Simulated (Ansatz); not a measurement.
**C₂H₆AlNS: one species, many methods**

One table from this session's results is given with a row withheld; the runs are named, their logs left out.

Method: functionals in def2-TZVPP, the program's frozen cores in correlated methods; program: Ansatz 0.2.0, Gaussian basis.

The runs, in order: PBE-D4, r2SCAN-D4, PBE0-D4, B3LYP-D4, ωB97X-V, ωB97M-V, B2PLYP; CCSD(T)/def2-TZVPP; MP2/def2-QZVPP; extrapolation to the limit.

**The relaxed structure**

An earlier PBE0-D4 in a triple-zeta def2 set relaxation fixed the geometry.

SMILES `CC(=S)[NH][AlH2]`, 11 atoms, charge 0, spin multiplicity 1.

Atoms are counted from 1 here; the program's logs count them from 0.

Bond lengths: C1–C2 1.499 Å, C1–H6 1.094 Å, C1–H7 1.094 Å, C1–H8 1.086 Å, C2–S3 1.642 Å, C2–N4 1.360 Å, N4–Al5 1.810 Å, N4–H9 1.015 Å, Al5–H10 1.577 Å, Al5–H11 1.575 Å. Angles: C2–C1–H6 110.5°, C2–C1–H7 110.7°, C2–C1–H8 110.3°, H6–C1–H7 107.0°, H6–C1–H8 109.1°, H7–C1–H8 109.2°, C1–C2–S3 121.9°, C1–C2–N4 115.8°, S3–C2–N4 122.2°, C2–N4–Al5 133.2°, C2–N4–H9 109.6°, Al5–N4–H9 117.2°, N4–Al5–H10 113.7°, N4–Al5–H11 119.9°, H10–Al5–H11 126.3°.

Set-up of the first run:

Input file in.yaml:

```yaml
crystal:
  periodic: [false, false, false]
  atoms:
    - {symbol: C, position_ang: [-0.472340, -1.368141, 0.284461]}
    - {symbol: C, position_ang: [0.196076, -0.263938, 1.046574]}
    - {symbol: S, position_ang: [0.581470, -0.414973, 2.635146]}
    - {symbol: N, position_ang: [0.460414, 0.867914, 0.340592]}
    - {symbol: Al, position_ang: [0.171918, 1.351202, -1.380126]}
    - {symbol: H, position_ang: [-1.437965, -1.034007, -0.107674]}
    - {symbol: H, position_ang: [0.135753, -1.667417, -0.574757]}
    - {symbol: H, position_ang: [-0.628678, -2.228612, 0.927951]}
    - {symbol: H, position_ang: [0.908759, 1.549441, 0.944682]}
    - {symbol: H, position_ang: [0.669139, 2.807930, -1.722265]}
    - {symbol: H, position_ang: [-0.519246, 0.343502, -2.373982]}
basis:
  gaussian: {orbitals: def2-TZVPP}
hamiltonian: {xc: pbe, dispersion: d4}
output: {forces: true, orbitals: {seedname: orbitals}}
```

The run is started by

```console
> ansatz run in.yaml --threads 4 --pin off --events-out ev --progress --plain --max-ram 10444MiB
```

Steps of the session up to this table: PBE-D4 (GGA); r2SCAN-D4 (meta-GGA); PBE0-D4 (hybrid); B3LYP-D4 (hybrid); ωB97X-V (range-separated); ωB97M-V (range-separated); B2PLYP (double hybrid); CCSD(T) in def2-TZVPP; MP2 in def2-QZVPP.

One of the session's tables, all rows but one given; the rest of the session is left out.

| method | atomisation energy (kcal/mol) |
| --- | --- |
| PBE-D4 | ? |
| r2SCAN-D4 | 941.2 |
| PBE0-D4 | 940.6 |
| B3LYP-D4 | 940.0 |
| ωB97X-V | 941.8 |
| ωB97M-V | 942.4 |
| B2PLYP | 927.6 |
| HF/def2-TZVPP | 665.5 |
| MP2/def2-TZVPP | 924.4 |
| CCSD/def2-TZVPP | 892.9 |
| CCSD(T)/def2-TZVPP | 909.6 |
| MP2/CBS | 951.6 |
| CCSD(T)/CBS | 936.7 |

Estimate the missing values for PBE-D4.

The run gave: atomisation energy (kcal/mol): 959.6. In the column «atomisation energy (kcal/mol)» it is the highest.
